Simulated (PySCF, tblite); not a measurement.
# C₇H₁₂: geometry, infrared bands and NMR shifts

Aim: predict the infrared bands and NMR shifts of C₇H₁₂ (`C=CCC1(C)CC1`).

Computed with tblite 0.8.0 and PySCF 2.14.0, with density-fitted response routines of our own, on a single molecule in the gas phase. Atoms are numbered from 0 throughout.

## Step 1: The starting structure

19 atoms, charge 0, multiplicity 1; geometry from: force field or distance geometry start.

Bonds of the start (Å): C0–C1 1.35, C1–C2 1.51, C2–C3 1.53, C3–C4 1.51, C3–C5 1.53, C5–C6 1.50, C6–C3 1.51, C0–H7 1.09, C0–H8 1.08, C1–H9 1.07, C2–H10 1.09, C2–H11 1.10, C4–H12 1.09, C4–H13 1.09, C4–H14 1.09, C5–H15 1.08, C5–H16 1.08, C6–H17 1.08, C6–H18 1.08.

## Step 2: Geometry optimisation with GFN2-xTB

The job: settings as JSON, then the geometry in Å.

```
{"job": {"kind": "relax", "xc": "GFN2-xTB", "basis": "xTB"}, "charge": 0, "multiplicity": 1}
C      2.641300     1.119200    -0.432100
C      1.583000     0.372400    -0.805500
C      0.867800    -0.577000     0.126300
C     -0.614600    -0.239600     0.300800
C     -0.892100     1.026700     1.072400
C     -1.575900    -1.403400     0.518300
C     -1.584000    -0.649900    -0.784400
H      3.031900     1.106600     0.584700
H      3.121600     1.778400    -1.143700
H      1.224700     0.419800    -1.816800
H      1.335000    -0.599900     1.108200
H      0.965100    -1.588000    -0.287600
H     -0.526100     1.897600     0.519800
H     -1.958900     1.176400     1.231700
H     -0.401900     1.015900     2.044800
H     -1.182100    -2.413100     0.530800
H     -2.411300    -1.264500     1.195200
H     -1.200900    -1.163500    -1.659800
H     -2.432400    -0.004900    -0.981100
```

Started as:

```console
$ OMP_NUM_THREADS=1 python probes_run.py task.json out
```

This one command runs all jobs of the session in turn.

**Question.** This job is followed by: GFN2-xTB harmonic vibrations, gas phase; GIAO PBE0/pcSseg-1 NMR shielding, non-relativistic, gas phase. What will the session give for the following? strongest single infrared mode (GFN2-xTB); zero-point energy (GFN2-xTB); 13C shifts against TMS (PBE0/pcSseg-1, means over atoms taken as alike); 1H shifts against TMS (PBE0/pcSseg-1, means over atoms taken as alike).

As calculated:

| quantity | value |
| --- | --- |
| strongest single infrared mode (GFN2-xTB) | 3104 cm⁻¹, 75 km/mol |
| zero-point energy (GFN2-xTB) | 105.5 kcal/mol |
| 13C shifts against TMS (PBE0/pcSseg-1, means over atoms taken as alike) | 148.0, 122.2, 49.7, 24.5, 17.5, 14.4 ppm |
| 1H shifts against TMS (PBE0/pcSseg-1, means over atoms taken as alike) | 6.21, 5.45, 5.36, 2.00, 1.07, 0.32, 0.29 ppm |

**Reading.** Relaxing lowered the energy by 0.072 eV in 64 steps; the close pair that moved most is C0–C1, from 1.348 to 1.319 Å. No mode is imaginary among the 51: a minimum at this level. The strongest single mode, at 3104 cm⁻¹, is spread over several atoms, H16, H18, H15, H17 among them. Unscaled tight-binding wavenumbers are off by several per cent, some by more. Its intensities can rank the bands wrongly. C1 (alkene CH) lies farthest downfield among carbon, at 148.0 ppm; an sp2 carbon of a C=C bond. The most deshielded hydrogen is H9 (hydrogen on an alkene CH), at 6.21 ppm: olefinic region. At PBE0/pcSseg-1: Shielding is most anisotropic at C1 (span 239 ppm, paramagnetic term -218 ppm).
